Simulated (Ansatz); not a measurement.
# Ru16CO: the cost of one run

Program: Ansatz 0.2.0. Level of theory: DFT PBE, scalar-relativistic, plane waves, PAW. These are calculated values, not measurements.

14 further runs of the same task are left out: 14 set aside as unsound or not needed.

## (1) The system as given

Symmetry: Cm, No. 8, monoclinic system. Conventional cell: a = 9.422 Å, b = 5.440 Å, c = 24.366 Å, α = 90.00°, β = 90.00°, γ = 90.00°. Ru (site symmetry 1) has 9 Ru at 2.66 to 2.72 Å as nearest neighbours. Around Ru (site symmetry m) lie 9 Ru at 2.66 to 2.72 Å. Ru (site symmetry m) has 12 Ru at 2.65 to 2.72 Å as nearest neighbours. Ru (site symmetry 1) is surrounded by 12 Ru at 2.65 to 2.72 Å. Ru (site symmetry 1) is surrounded by 12 Ru at 2.60 to 2.72 Å. Ru (site symmetry m) has 12 Ru at 2.60 to 2.72 Å as nearest neighbours. Only part of the 14 independent sites is listed.

As a file:

```cif
data_structure
_symmetry_space_group_name_H-M 'P 1'
_symmetry_Int_Tables_number 1
_cell_length_a 5.4401
_cell_length_b 5.4401
_cell_length_c 24.3659
_cell_angle_alpha 90.000
_cell_angle_beta 90.000
_cell_angle_gamma 120.000
_cell_volume 624.48
loop_
_atom_site_label
_atom_site_type_symbol
_atom_site_fract_x
_atom_site_fract_y
_atom_site_fract_z
_atom_site_occupancy
Ru1 Ru 0.33333 0.16667 0.16416 1
Ru2 Ru 0.33333 0.66667 0.16416 1
Ru3 Ru 0.83333 0.16667 0.16416 1
Ru4 Ru 0.83333 0.66667 0.16416 1
Ru5 Ru 0.16667 0.33333 0.25234 1
Ru6 Ru 0.16667 0.83333 0.25234 1
Ru7 Ru 0.66667 0.33333 0.25234 1
Ru8 Ru 0.66667 0.83333 0.25234 1
Ru9 Ru 0.33333 0.16667 0.34019 1
Ru10 Ru 0.33333 0.66667 0.34019 1
Ru11 Ru 0.83333 0.16667 0.34019 1
Ru12 Ru 0.83333 0.66667 0.34019 1
Ru13 Ru 0.16667 0.33333 0.42543 1
Ru14 Ru 0.16667 0.83333 0.42543 1
Ru15 Ru 0.66667 0.33333 0.42543 1
Ru16 Ru 0.66667 0.83333 0.42543 1
C1 C 0.41667 0.83333 0.49971 1
O1 O 0.52328 0.04657 0.52351 1
```

This is the geometry of the first run shown, built on a cell relaxed beforehand with the same method.

## (2) Plan of the line

Atoms count from 1 in the order of the input.

CO stands on one site of a rigid substrate at a fixed height and bond length while its axis is turned; the height is held at 1.81 Å.

First coordinate, tilt of the C17-O18 axis from the surface normal: 7 values from 0 to 90 °. Second coordinate, azimuth of the C17-O18 axis from a direction equivalent to the long diagonal of the hexagonal surface cell: 12 values from 0 to 330 °, periodic.

Nothing else is relaxed. Points are written as (first, second).

## (3) Point (60°, 0°)

A dipole layer in the vacuum cancels the field that periodic copies would set up if the slab's two faces differ.

Input file input.yaml:

```yaml
crystal:
  lattice:
    - [5.4400501762, 0.0, 0.0]
    - [-2.7200250881, 4.7112216504, 0.0]
    - [0.0, 0.0, 24.3659169473]
  atoms:
    - { symbol: Ru, position: [0.3333333333, 0.1666666667, 0.1641637378] }
    - { symbol: Ru, position: [0.3333333333, 0.6666666667, 0.1641637378] }
    - { symbol: Ru, position: [0.8333333333, 0.1666666667, 0.1641637378] }
    - { symbol: Ru, position: [0.8333333333, 0.6666666667, 0.1641637378] }
    - { symbol: Ru, position: [0.1666666667, 0.3333333333, 0.2523354555] }
    - { symbol: Ru, position: [0.1666666667, 0.8333333333, 0.2523354555] }
    - { symbol: Ru, position: [0.6666666667, 0.3333333333, 0.2523354555] }
    - { symbol: Ru, position: [0.6666666667, 0.8333333333, 0.2523354555] }
    - { symbol: Ru, position: [0.3333333333, 0.1666666667, 0.3401874887] }
    - { symbol: Ru, position: [0.3333333333, 0.6666666667, 0.3401874887] }
    - { symbol: Ru, position: [0.8333333333, 0.1666666667, 0.3401874887] }
    - { symbol: Ru, position: [0.8333333333, 0.6666666667, 0.3401874887] }
    - { symbol: Ru, position: [0.1666666667, 0.3333333333, 0.4254269178] }
    - { symbol: Ru, position: [0.1666666667, 0.8333333333, 0.4254269178] }
    - { symbol: Ru, position: [0.6666666667, 0.3333333333, 0.4254269178] }
    - { symbol: Ru, position: [0.6666666667, 0.8333333333, 0.4254269178] }
    - { symbol: C, position: [0.4166666667, 0.8333333333, 0.4997110092] }
    - { symbol: O, position: [0.5232833303, 1.0465666607, 0.5235147512] }
basis:
  ecutwfc: 420
kpoints:
  mp_grid: { grid: [6, 6, 1] }
hamiltonian:
  xc: pbe
scf:
  occupations: { method: gaussian, width: 0.1 }
output:
  forces: true
  eigenvalues: true
efield:
  axis: 3
  dipole_correction: true
  ramp_width: 0.04
```

Launch:

```sh
$ ansatz run input.yaml --threads 4 --pin off --max-ram 12288MiB --backend cpu --events-out ev --progress --plain --runs-dir out
```

Q: Estimate wall time and peak memory on 4 threads of Arm Neoverse V1, shared host.

About 36 s, with a peak of 2.4 GiB.
